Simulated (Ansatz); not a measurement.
# BrHOZn: a ladder of functionals and wavefunction methods

An exercise on one series of results from a longer session: the logs are not shown, and one member is left open.

Program: Ansatz 0.2.0, Gaussian basis. Level of theory: functionals in def2-TZVPP, the program's frozen cores in correlated methods. These are calculated values, not measurements.

The runs, in order: LDA (SPW92), PBE-D4, revPBE-D4, BLYP-D4, r2SCAN-D4, B97M-V, PBE0-D4, B3LYP-D4, r2SCANh-D4, r2SCAN0-D4, HSE06-D4, BHLYP-D4, CAM-B3LYP-D4, LC-ωPBE, ωB97X-V, ωB97M-V, B2PLYP, PBE-QIDH; CCSD(T)/def2-SVP; CCSD(T)/def2-TZVPP; MP2/def2-QZVPP; extrapolation to the limit; RPA on PBE.

**The relaxed structure**

An earlier PBE0-D4 in a triple-zeta def2 set relaxation fixed the geometry.

SMILES `[OH][Zn][Br]`, 4 atoms, charge 0, spin multiplicity 1.

Atoms are counted from 1 here; the program's logs count them from 0.

Bond lengths: O1–Zn2 1.769 Å, O1–H4 0.959 Å, Zn2–Br3 2.221 Å. Angles: Zn2–O1–H4 115.5°, O1–Zn2–Br3 176.2°.

The first run:

in.yaml

```yaml
crystal:
  periodic: [false, false, false]
  atoms:
    - {symbol: O, position_ang: [-0.886211, 0.916838, -0.375286]}
    - {symbol: Zn, position_ang: [0.385969, -0.140365, 0.251996]}
    - {symbol: Br, position_ang: [2.029038, -1.354310, 1.122769]}
    - {symbol: H, position_ang: [-1.473294, 0.517539, -1.019779]}
basis:
  gaussian: {orbitals: def2-TZVPP}
hamiltonian: {xc: lda}
output: {orbitals: {seedname: orbitals}}
```

Among the steps run: LDA; PBE-D4 (GGA); revPBE-D4 (GGA); BLYP-D4 (GGA); r2SCAN-D4 (meta-GGA); B97M-V (meta-GGA); PBE0-D4 (hybrid); B3LYP-D4 (hybrid); r2SCANh-D4 (hybrid); r2SCAN0-D4 (hybrid); HSE06-D4 (hybrid); BHLYP-D4 (hybrid); CAM-B3LYP-D4 (range-separated); LC-ωPBE-D4 (range-separated; the results give it without D4); ωB97X-V (range-separated); ωB97M-V (range-separated); B2PLYP (double hybrid); PBE-QIDH (double hybrid).

One table of the session follows, with a row left open; its other results are not shown here.

It belongs to the step «Orbital energies across the functionals». 

| functional | HOMO (eV) | LUMO (eV) | gap (eV) |
| --- | --- | --- | --- |
| LDA (SPW92) | -7.15 | -2.58 | 4.57 |
| PBE-D4 | -6.93 | -2.31 | 4.61 |
| revPBE-D4 | -6.85 | -2.20 | 4.64 |
| BLYP-D4 | -6.81 | -2.31 | 4.50 |
| r2SCAN-D4 | -7.26 | -2.01 | 5.25 |
| B97M-V | -7.30 | -2.19 | 5.12 |
| PBE0-D4 | -8.39 | -1.42 | 6.97 |
| B3LYP-D4 | -8.13 | -1.76 | 6.36 |
| r2SCANh-D4 | -7.82 | -1.69 | 6.13 |
| r2SCAN0-D4 | -8.62 | -1.23 | 7.39 |
| HSE06-D4 | -7.99 | -1.78 | 6.20 |
| BHLYP-D4 | -9.60 | -0.68 | 8.92 |
| CAM-B3LYP-D4 | -9.76 | -0.56 | 9.20 |
| LC-ωPBE | ? | ? | ? |
| ωB97X-V | -10.78 | 0.55 | 11.32 |
| ωB97M-V | -10.66 | 0.27 | 10.94 |

**Question.** Estimate the row for LC-ωPBE.

The run gave: HOMO (eV): -11.14; LUMO (eV): 0.73; gap (eV): 11.87. In the column «HOMO (eV)» it is the lowest.
